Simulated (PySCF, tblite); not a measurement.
# C6H7NSi: dynamics, then NMR shifts on frames, part 2 of 2

tblite 0.8.0 and PySCF 2.14.0. Atoms count from 0. The steps go on from the part before.

**6. NMR shieldings: 800 fs, PBE0/pcSseg-1**

Job settings and geometry (Å):

```
{"job": {"kind": "nmr", "xc": "PBE0", "basis": "pcSseg-1", "pop": false}, "charge": 0, "multiplicity": 1}
C      1.489300     0.996000    -0.676300
Si     0.376300    -0.369000     0.147200
C     -1.001400    -1.038700    -0.972500
C     -2.215100    -0.596000    -0.454200
C     -2.127000     0.237400     0.766300
C     -0.863300     0.389900     1.244900
C     -0.642300     1.166900     2.380700
N     -0.479900     1.747700     3.357700
H      2.026200     0.576900    -1.521300
H      2.179200     1.395300     0.143400
H      0.907000     1.859600    -0.882700
H      1.363900    -1.190800     0.850700
H     -0.880200    -1.493300    -1.889600
H     -3.159100    -0.655500    -0.869400
H     -2.953100     0.772200     1.215100
```

Level: GIAO PBE0/pcSseg-1 NMR shielding, non-relativistic, gas phase.

What it wrote:

```text
coarse grid: 13544 points
cycle   1  E = -576.4108288954  dE =  1.094e+00  |g| = 5.055e-01  |ddm| = 3.760e+00
cycle   2  E = -576.2896194866  dE =  1.212e-01  |g| = 8.909e-01  |ddm| = 1.360e+00
cycle   3  E = -576.4691754793  dE = -1.796e-01  |g| = 1.979e-01  |ddm| = 9.405e-01
cycle   4  E = -576.4781493596  dE = -8.974e-03  |g| = 4.102e-02  |ddm| = 1.826e-01
cycle   5  E = -576.4784486664  dE = -2.993e-04  |g| = 2.030e-02  |ddm| = 5.282e-02
cycle   6  E = -576.4785497695  dE = -1.011e-04  |g| = 5.221e-03  |ddm| = 2.186e-02
cycle   7  E = -576.4785574795  dE = -7.710e-06  |g| = 1.025e-03  |ddm| = 6.185e-03
final grid: 127776 points
cycle   8  E = -576.5256266281  dE = -2.807e-05  |g| = 7.117e-03  |ddm| = 2.831e-02
cycle   9  E = -576.5256214086  dE =  5.219e-06  |g| = 8.445e-03  |ddm| = 1.341e-02
cycle  10  E = -576.5256390145  dE = -1.761e-05  |g| = 1.828e-03  |ddm| = 8.096e-03
cycle  11  E = -576.5256398483  dE = -8.338e-07  |g| = 3.847e-04  |ddm| = 1.842e-03
cycle  12  E = -576.5256398773  dE = -2.907e-08  |g| = 1.576e-04  |ddm| = 4.407e-04
cycle  13  E = -576.5256398819  dE = -4.547e-09  |g| = 7.177e-05  |ddm| = 1.788e-04
cycle  14  E = -576.5256398831  dE = -1.189e-09  |g| = 1.329e-05  |ddm| = 6.100e-05
cycle  15  E = -576.5256398831  dE = -3.979e-11  |g| = 4.964e-06  |ddm| = 1.963e-05
converged SCF energy = -576.5256398831

GIAO shielding tensors (ppm)
atom      isotropic    diamagn.    paramagn.     s11        s22        s33       span
  0 C      187.083     254.763     -67.679    179.493    183.959    197.797     18.303
  1 Si     368.488     882.015    -513.527    323.243    352.944    429.277    106.033
  2 C       38.430     260.992    -222.562    -70.360     11.263    174.388    244.748
  3 C       24.716     252.407    -227.692    -93.755     18.209    149.692    243.447
  4 C       10.397     252.782    -242.385   -124.309     21.494    134.007    258.316
  5 C       64.275     263.303    -199.029    -45.163     66.726    171.260    216.423
  6 C       63.193     256.314    -193.121    -57.341    -47.387    294.307    351.647
  7 N      -59.301     341.258    -400.559   -194.369   -182.514    198.978    393.347
  8 H       30.734      29.930       0.804     25.835     28.132     38.236     12.401
  9 H       29.608      28.997       0.611     25.458     27.241     36.126     10.668
 10 H       32.011      32.331      -0.320     27.269     30.016     38.747     11.478
 11 H       26.508      29.045      -2.537     23.727     23.954     31.843      8.116
 12 H       25.237      32.714      -7.477     22.463     25.716     27.533      5.070
 13 H       24.674      31.231      -6.557     22.119     24.439     27.465      5.346
 14 H       23.487      30.578      -7.092     18.651     23.348     28.460      9.809
```

It took 42 s on 1 thread of Arm Neoverse N1, shared host; peak memory 0.83 GiB.

In short: δ C4 176.5, C3 162.2, C2 148.5, C6 123.7, H14 8.23, H13 7.04 ppm.

**7. NMR shieldings: 1000 fs, PBE0/pcSseg-1**

Job settings and geometry (Å):

```
{"job": {"kind": "nmr", "xc": "PBE0", "basis": "pcSseg-1", "pop": false}, "charge": 0, "multiplicity": 1}
C      1.921400     0.786800    -0.248200
Si     0.592800    -0.480200     0.081300
C     -0.763200    -0.719100    -1.240200
C     -1.935200    -0.179700    -0.784800
C     -1.876700     0.343800     0.559700
C     -0.689300     0.343700     1.210400
C     -0.446700     0.825100     2.453900
N     -0.234300     1.266200     3.521600
H      2.111000     0.839500    -1.283600
H      2.811900     0.386600     0.264800
H      1.759500     1.814200     0.076000
H      0.694900    -1.857200     0.490100
H     -0.732100    -1.290200    -2.206800
H     -2.957300    -0.155900    -1.340900
H     -2.728000     0.666400     1.164000
```

Level: GIAO PBE0/pcSseg-1 NMR shielding, non-relativistic, gas phase.

What it wrote:

```text
coarse grid: 13544 points
cycle   1  E = -576.4068075069  dE =  1.091e+00  |g| = 5.025e-01  |ddm| = 3.792e+00
cycle   2  E = -576.2998462297  dE =  1.070e-01  |g| = 8.553e-01  |ddm| = 1.433e+00
cycle   3  E = -576.4619226885  dE = -1.621e-01  |g| = 2.357e-01  |ddm| = 9.943e-01
cycle   4  E = -576.4747070986  dE = -1.278e-02  |g| = 4.134e-02  |ddm| = 2.215e-01
cycle   5  E = -576.4750587201  dE = -3.516e-04  |g| = 1.664e-02  |ddm| = 5.875e-02
cycle   6  E = -576.4751214666  dE = -6.275e-05  |g| = 5.269e-03  |ddm| = 1.902e-02
cycle   7  E = -576.4751293025  dE = -7.836e-06  |g| = 1.133e-03  |ddm| = 6.718e-03
final grid: 127776 points
cycle   8  E = -576.5210239083  dE = -2.092e-05  |g| = 7.289e-03  |ddm| = 3.055e-02
cycle   9  E = -576.5210155379  dE =  8.370e-06  |g| = 9.333e-03  |ddm| = 1.467e-02
cycle  10  E = -576.5210367087  dE = -2.117e-05  |g| = 2.049e-03  |ddm| = 9.242e-03
cycle  11  E = -576.5210377113  dE = -1.003e-06  |g| = 4.304e-04  |ddm| = 2.055e-03
cycle  12  E = -576.5210377415  dE = -3.014e-08  |g| = 2.175e-04  |ddm| = 5.549e-04
cycle  13  E = -576.5210377528  dE = -1.130e-08  |g| = 5.065e-05  |ddm| = 2.287e-04
cycle  14  E = -576.5210377534  dE = -6.182e-10  |g| = 1.019e-05  |ddm| = 5.006e-05
converged SCF energy = -576.5210377534

GIAO shielding tensors (ppm)
atom      isotropic    diamagn.    paramagn.     s11        s22        s33       span
  0 C      201.371     253.148     -51.777    193.607    200.812    209.695     16.088
  1 Si     365.348     882.010    -516.662    293.458    382.480    420.107    126.649
  2 C       27.986     261.353    -233.367    -80.443      4.567    159.834    240.277
  3 C       30.093     254.836    -224.743    -80.210     35.846    134.644    214.854
  4 C       17.174     249.239    -232.065   -112.859     27.574    136.807    249.666
  5 C       60.911     266.048    -205.137    -50.590     63.982    169.341    219.931
  6 C       59.157     255.583    -196.426    -65.705    -53.560    296.735    362.440
  7 N      -81.490     341.062    -422.551   -203.464   -193.559    152.554    356.017
  8 H       32.086      30.710       1.376     26.054     29.459     40.745     14.691
  9 H       30.850      28.053       2.797     26.183     27.719     38.648     12.465
 10 H       30.815      30.525       0.291     25.422     28.861     38.162     12.739
 11 H       27.154      29.022      -1.868     23.715     24.644     33.104      9.389
 12 H       24.139      29.727      -5.588     22.481     24.335     25.602      3.121
 13 H       23.071      27.385      -4.314     21.470     22.071     25.672      4.203
 14 H       23.683      29.981      -6.297     19.143     22.663     29.245     10.102
```

Run time: 42 s. Hardware: 1 thread of Arm Neoverse N1, shared host; peak memory 0.83 GiB.

Key values: δ C4 169.8, C2 158.9, C3 156.8, C6 127.8, H13 8.65, H14 8.03 ppm.

**8. Side by side: NMR shifts**

Shifts (ppm) of some atoms, chosen among heavy atoms and hydrogens apart, with basis size and wall time:

```csv
frame,C4,C3,C5,C0,H9,H10,N7,functions,time
250 fs,177.9,148.1,128.0,-3.8,2.26,1.06,347.3,178,57 s
425 fs,162.6,162.1,130.6,-11.7,-0.42,0.09,346.8,178,41 s
625 fs,168.9,161.7,137.4,-13.8,-0.80,1.87,347.9,178,41 s
800 fs,176.5,162.2,122.7,-0.2,2.11,-0.29,327.0,178,42 s
1000 fs,169.8,156.8,126.0,-14.4,0.87,0.90,349.2,178,42 s
```

**9. Summary of results**

The summary covers parts 1 to 2.

| quantity | value |
| --- | --- |
| thermostat | 300 K |
| mean temperature, second half | 278 K |
| mean potential energy above the minimum | 0.53 eV |
| 13C shifts against TMS (PBE0/pcSseg-1, 250 fs) | 177.9, 148.1, 147.9, 129.4, 128.0, -3.8 ppm |
| 1H shifts against TMS (PBE0/pcSseg-1, 250 fs) | 8.35, 7.47, 6.58, 5.05, 2.26, 1.06, -0.15 ppm |
| 29Si shifts against TMS (PBE0/pcSseg-1, 250 fs) | -15.6 ppm |
| 15N shifts against NH3 (PBE0/pcSseg-1, 250 fs) | 347.3 ppm |
| surface potential, 1st and 99th percentile | -1.98 V and 1.53 V |
| range of the shift of N7 | 327.0 to 349.2 ppm |

In the second half the potential energy averages 0.53 eV above the minimum; equipartition over 39 harmonic modes at 300 K would give 0.50 eV. With 15 atoms the temperature swings widely (105 to 388 K). Shifts at one fixed geometry are not the observed spectrum, which averages over the motion. At PBE0/pcSseg-1, counted by nearest atom on the grid, the HOMO lies on C2, C5 about 23 % each; N7 18 %, the LUMO on C2, C4, C5 about 19 % each; N7 9 %. Across the 5 runs the shift of N7 moves most, between 327.0 (800 fs) and 349.2 ppm (1000 fs).
